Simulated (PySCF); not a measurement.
**[HfBr2]2+: shape, vibrations and bonding**

What shape and bonds does [HfBr2]2+ have? It is relaxed from a template within its point group. The species was built from a template and needn't be a known compound.

The runs use PySCF 2.14.0; PBE0, Hf def2-SVP with ECP60, Br def2-SVP; scalar-relativistic core potentials, no spin–orbit coupling.

1 further run of the same task is left out (for a known fault of the program).

### 1 The starting structure

3 atoms, charge 2, spin multiplicity 1.

Bond lengths: Hf1–Br2 2.511 Å, Hf1–Br3 2.511 Å. Angles: Br2–Hf1–Br3 131.8°.

Coordinates:

```xyz
3

Hf    0.0000    0.0000    0.0000
Br    2.2920    0.0000    1.0257
Br   -2.2920    0.0000    1.0257
```

Formal oxidation states: Hf +4.

### 2 SCF at the start, singlet

Input file run.py (the lines that set the calculation):

```python
mol = gto.M(atom='''
Hf     0.00000     0.00000     0.00000
Br     2.29200     0.00000     1.02570
Br    -2.29200     0.00000     1.02570''',
    basis={'Hf': 'def2-SVP', 'Br': 'def2-SVP'},
    ecp={'Hf': 'def2-SVP'},
    charge=2, spin=0)
mf = dft.RKS(mol, xc='PBE0')
mf.grids.atom_grid = (50, 194)
mf = mf.density_fit()  # fitting sets: Hf def2-universal-JKFIT, Br def2-universal-JKFIT
mf.conv_tol = 1e-08; mf.max_cycle = 55
mf.kernel(dm0)  # dm0: free metal ions and neutral atoms
```

On the command line:

```bash
$ OMP_NUM_THREADS=2 python run.py
```

What it wrote:

```text
init E= -5193.66689744687
  HOMO = -0.736467233104369  LUMO = -0.625929953594087  gap/eV = 3.00787
cycle= 1 E= -5194.33300430163  delta_E= -0.666  |g|= 0.423  |ddm|= 2.55
  HOMO = -0.695446689153157  LUMO = -0.522631345303965  gap/eV = 4.70255
cycle= 2 E= -5194.29109024972  delta_E= 0.0419  |g|= 0.515  |ddm|= 0.899
  HOMO = -0.693095530378614  LUMO = -0.595563243941404  gap/eV = 2.65399
cycle= 3 E= -5194.31100796465  delta_E= -0.0199  |g|= 0.453  |ddm|= 1.06
  HOMO = -0.705242823709024  LUMO = -0.570016385779704  gap/eV = 3.67970
cycle= 4 E= -5194.37866052459  delta_E= -0.0677  |g|= 0.0434  |ddm|= 0.482
  HOMO = -0.706903226023984  LUMO = -0.566486991198537  gap/eV = 3.82092
cycle= 5 E= -5194.37934352307  delta_E= -0.000683  |g|= 0.00558  |ddm|= 0.0529
  HOMO = -0.707178094028309  LUMO = -0.566207945284915  gap/eV = 3.83599
cycle= 6 E= -5194.37935053299  delta_E= -7.01e-06  |g|= 0.00113  |ddm|= 0.00689
  HOMO = -0.707093425724117  LUMO = -0.566167981309982  gap/eV = 3.83478
cycle= 7 E= -5194.37935101319  delta_E= -4.8e-07  |g|= 0.000246  |ddm|= 0.00161
  HOMO = -0.707099108445378  LUMO = -0.566185164283649  gap/eV = 3.83446
cycle= 8 E= -5194.37935105069  delta_E= -3.75e-08  |g|= 3.71e-05  |ddm|= 0.000653
  HOMO = -0.707103124832006  LUMO = -0.566188035125324  gap/eV = 3.83449
cycle= 9 E= -5194.37935105275  delta_E= -2.06e-09  |g|= 2.11e-05  |ddm|= 0.000229
  HOMO = -0.707102174812049  LUMO = -0.56617872303522  gap/eV = 3.83472
Extra cycle  E= -5194.37935105165  delta_E= 1.09e-09  |g|= 5.92e-05  |ddm|= 0.000109
converged SCF energy = -5194.37935105165
```

Wall time 3 s (2 threads of Arm Neoverse N1, shared host); peak memory 0.34 GiB.

Read off: E = -5194.379351 Eh, HOMO -19.24 eV, LUMO -15.41 eV, Mulliken charge on Hf1 +1.63 e. 

### 3 Relaxation, singlet

Steps are kept in the start's point group, C2v.

Input file run.py (the lines that set the calculation):

```python
mol = gto.M(atom='''
Hf     0.00000     0.00000    -0.47928
Br     2.29200     0.00000     0.54642
Br    -2.29200     0.00000     0.54642''',
    basis={'Hf': 'def2-SVP', 'Br': 'def2-SVP'},
    ecp={'Hf': 'def2-SVP'},
    charge=2, spin=0)
mf = dft.RKS(mol, xc='PBE0')
mf.grids.atom_grid = (50, 194)
mf = mf.density_fit()  # fitting sets: Hf def2-universal-JKFIT, Br def2-universal-JKFIT
mf.conv_tol = 1e-08; mf.max_cycle = 55
mf.kernel(dm0)  # dm0: an SCF of this state at this start
# quasi-Newton relaxation in Cartesian coordinates to a largest gradient under 0.00045 Eh/bohr, steps kept in the point group
```

On the command line:

```bash
$ OMP_NUM_THREADS=2 python run.py
```

No log is kept here; the results follow.

It took 39 s on 2 threads of Arm Neoverse N1, shared host.

The steps of the relaxation:

| step | energy from step 1 (eV) | largest force component (eV/Å) |
| --- | --- | --- |
| 1 | 0.0000 | 2.3057 |
| 2 | -0.4154 | 1.1095 |
| 3 | -0.6761 | 0.8229 |
| 4 | -0.7913 | 0.3834 |
| 5 | -0.7962 | 0.0360 |
| 6 | -0.7964 | 0.0084 |
| 7 | -0.7964 | 0.0022 |

Distances of close pairs at the start and the end, largest changes first:

| bond | before (Å) | after (Å) | change (Å) |
| --- | --- | --- | --- |
| Hf1–Br2 | 2.511 | 2.346 | -0.165 |
| Hf1–Br3 | 2.511 | 2.346 | -0.165 |

It ends in C2v at E = -5194.408617 Eh.

```
Hf    0.00000    0.00000   -0.76791
Br    1.83800    0.00000    0.69073
Br   -1.83800    0.00000    0.69073
```

### 4 The relaxed geometry turned into its symmetry frame

Input file run.py (the lines that set the calculation):

```python
mol = gto.M(atom='''
Hf     0.00000     0.00000    -0.68159
Br     1.83800     0.00000     0.77706
Br    -1.83800     0.00000     0.77706''',
    basis={'Hf': 'def2-SVP', 'Br': 'def2-SVP'},
    ecp={'Hf': 'def2-SVP'},
    charge=2, spin=0)
mf = dft.RKS(mol, xc='PBE0')
mf.grids.atom_grid = (50, 194)
mf = mf.density_fit()  # fitting sets: Hf def2-universal-JKFIT, Br def2-universal-JKFIT
mf.conv_tol = 1e-08; mf.max_cycle = 55
mf.kernel(dm0)  # dm0: free metal ions and neutral atoms
```

On the command line:

```bash
$ OMP_NUM_THREADS=2 python run.py
```

What it wrote:

```text
init E= -5193.70617985448
  HOMO = -0.750633550401055  LUMO = -0.630393854393309  gap/eV = 3.27189
cycle= 1 E= -5194.33539153822  delta_E= -0.629  |g|= 0.519  |ddm|= 2.71
  HOMO = -0.695651508198839  LUMO = -0.476036170921748  gap/eV = 5.97604
cycle= 2 E= -5194.22922251815  delta_E= 0.106  |g|= 0.729  |ddm|= 1.23
  HOMO = -0.689345337046851  LUMO = -0.573364056518683  gap/eV = 3.15601
cycle= 3 E= -5194.36922380608  delta_E= -0.14  |g|= 0.352  |ddm|= 1.19
  HOMO = -0.705910389592296  LUMO = -0.554325297899177  gap/eV = 4.12484
cycle= 4 E= -5194.40818478932  delta_E= -0.039  |g|= 0.0355  |ddm|= 0.374
  HOMO = -0.707792178612868  LUMO = -0.551368306300311  gap/eV = 4.25651
cycle= 5 E= -5194.4086074784  delta_E= -0.000423  |g|= 0.00671  |ddm|= 0.0433
  HOMO = -0.708069028165647  LUMO = -0.551427886499859  gap/eV = 4.26242
cycle= 6 E= -5194.40861659044  delta_E= -9.11e-06  |g|= 0.00111  |ddm|= 0.00673
  HOMO = -0.707975754248241  LUMO = -0.551392589719798  gap/eV = 4.26084
cycle= 7 E= -5194.40861697366  delta_E= -3.83e-07  |g|= 0.000287  |ddm|= 0.00126
  HOMO = -0.707964379137401  LUMO = -0.551406631215736  gap/eV = 4.26015
cycle= 8 E= -5194.40861700128  delta_E= -2.76e-08  |g|= 5.88e-05  |ddm|= 0.000377
  HOMO = -0.70796831265304  LUMO = -0.551416418084268  gap/eV = 4.25999
cycle= 9 E= -5194.40861700272  delta_E= -1.44e-09  |g|= 1.23e-05  |ddm|= 0.000115
  HOMO = -0.707968341101908  LUMO = -0.55141222731898  gap/eV = 4.26011
Extra cycle  E= -5194.40861700254  delta_E= 1.84e-10  |g|= 2.59e-05  |ddm|= 4.74e-05
converged SCF energy = -5194.40861700254
```

It took 1.9 s on 2 threads of Arm Neoverse N1, shared host.

Result: E = -5194.408617 Eh, HOMO -19.26 eV, LUMO -15.00 eV, Mulliken charge on Hf1 +1.52 e. 

### 5 Frequencies and infrared intensities

Changes to run.py (the lines that set the calculation) since step 4:

```diff
@@ -10,3 +10,4 @@
 mf = mf.density_fit()  # fitting sets: Hf def2-universal-JKFIT, Br def2-universal-JKFIT
-mf.conv_tol = 1e-08; mf.max_cycle = 55
-mf.kernel(dm0)  # dm0: free metal ions and neutral atoms
+mf.conv_tol = 1e-10; mf.max_cycle = 55
+mf.kernel(dm0)  # dm0: the density of the relaxed state
+# Hessian and dipole derivatives by central differences of gradients, 0.02 bohr
```

On the command line:

```bash
$ OMP_NUM_THREADS=2 python run.py
```

The driver keeps no SCF log for this step, only its results.

Wall time 43 s (2 threads of Arm Neoverse N1, shared host).

Point group C2v; negative numbers are unstable modes, and those under 60 cm⁻¹ are near the numerical noise:

```
cm⁻¹  km/mol  symmetry
  98     0.8        a1
 325     7.3        a1
 331    36.8        b2
```

### 6 Charges, bond orders and levels

Input file run.py (the lines that set the calculation):

```python
mol = gto.M(atom='''
Hf     0.00000     0.00000    -0.76791
Br     1.83800     0.00000     0.69073
Br    -1.83800     0.00000     0.69073''',
    basis={'Hf': 'def2-SVP', 'Br': 'def2-SVP'},
    ecp={'Hf': 'def2-SVP'},
    charge=2, spin=0)
mf = dft.RKS(mol, xc='PBE0')
mf.grids.atom_grid = (75, 302)
mf = mf.density_fit()  # fitting sets: Hf def2-universal-JKFIT, Br def2-universal-JKFIT
mf.conv_tol = 1e-09; mf.max_cycle = 55
mf.kernel(dm0)  # dm0: the density of the relaxed state
```

On the command line:

```bash
$ OMP_NUM_THREADS=2 python run.py
```

What it wrote:

```text
init E= -5194.40874953273
  HOMO = -0.707962583208545  LUMO = -0.551414721961229  gap/eV = 4.25988
cycle= 1 E= -5194.40874973888  delta_E= -2.06e-07  |g|= 6.81e-05  |ddm|= 0.000956
  HOMO = -0.707960163777768  LUMO = -0.551420118484478  gap/eV = 4.25967
cycle= 2 E= -5194.40874973919  delta_E= -3.12e-10  |g|= 4.28e-05  |ddm|= 0.000113
  HOMO = -0.707963761978159  LUMO = -0.551413304218275  gap/eV = 4.25995
cycle= 3 E= -5194.40874973889  delta_E= 3.05e-10  |g|= 5.21e-05  |ddm|= 0.000111
  HOMO = -0.707961992182031  LUMO = -0.551418396292597  gap/eV = 4.25977
cycle= 4 E= -5194.40874973976  delta_E= -8.77e-10  |g|= 1.21e-05  |ddm|= 7.29e-05
  HOMO = -0.707962434178386  LUMO = -0.551415378268227  gap/eV = 4.25986
Extra cycle  E= -5194.40874973958  delta_E= 1.82e-10  |g|= 2.65e-05  |ddm|= 4.13e-05
converged SCF energy = -5194.40874973958
```

It took 19 s on 2 threads of Arm Neoverse N1, shared host.

Read off: E = -5194.408750 Eh, HOMO -19.26 eV, LUMO -15.00 eV, Mulliken charge on Hf1 +1.52 e, largest force component 0.019 eV/Å. 

Löwdin charges:

```csv
atom,value (e)
Hf1,0.74
Br2,0.63
Br3,0.63
```

Mulliken charges: Hf1 +1.52, Br2 +0.24, Br3 +0.24 e.

Contacts (the nearest donor of each ligand) and Mayer bond orders:

```csv
contact,distance (Å),bond order
Hf1–Br2 (Br),2.346,1.85
Hf1–Br3 (Br),2.346,1.85
```

Mulliken populations of Hf1 outside the core potential: s 2.36, p 6.13, d 1.90, f 0.08.

The fields below are evaluated on a grid from the run's orbitals.

Frontier orbitals at PBE0, with the share of their density that lies nearest to each atom:

| orbital | energy (eV) | lies on |
| --- | --- | --- |
| HOMO | -19.26 | Br2, Br3 about 48 % each |
| LUMO | -15.00 | Hf1 96 % |

ELF in a plane through or near 3 of the atoms.

Ten even steps from '0' (0.00) to '9' (0.85):
```
0000000000000000000000000000
0000000000000000000000000000
0000000000000000000000000000
0000012333210000123332100000
0000124566531001346654210000
0001358999862002689998631000
0012589999974114799999852100
0024896444896226884446984200
0025895565696226866655995200
0035894464784224865645985300
0025798645744664475468975200
0024689998448888448999864200
0002457875279239625787542000
0000134432279999722444310000
0000012210158998520122100000
0000000000023333200000000000
0000000000001111000000000000
0000000000000000000000000000
0000000000000000000000000000
0000000000000000000000000000
```
The map spans 8.9 Å across and 7.1 Å up, centred on the molecule. Atoms in the plane (x, y in Å): Hf1 (0.0, -1.0), Br2 (-1.8, 0.5), Br3 (1.8, 0.5).

On the surface of density 0.002 e/bohr³ the electrostatic potential runs, from the 1st to the 99th percentile, from 7.93 V near Br2 to 19.72 V near Hf1.

### 7 Outcome

```
                                              quantity                           value
                                 state and point group                    singlet, C2v
                                                 modes   98 to 331 cm⁻¹, none unstable
strongest infrared band (modes within 1.5 cm⁻¹ summed)            331 cm⁻¹ (37 km/mol)
                                     zero-point energy                        0.047 eV
                               ideal gas, 298 K, 1 bar  S = 324.4, Cp = 55.0 J/(mol K)
                                 metal–ligand contacts                          2.35 Å
                                       frontier levels  HOMO -19.26 eV, LUMO -15.00 eV
                       dipole about the centre of mass                          5.08 D
                                   mean polarisability                          8.5 Å³
```

**Reading.** All modes are real, so the structure is a minimum. The metal carries +0.74 e by Löwdin's partition against a formal +4, and bond orders to the nearest donors reach 1.85. Both measures hang on the basis. One start shape was tried, so another isomer may lie lower. These are double-zeta-type bases without diffuse functions. Spin–orbit coupling is left out.
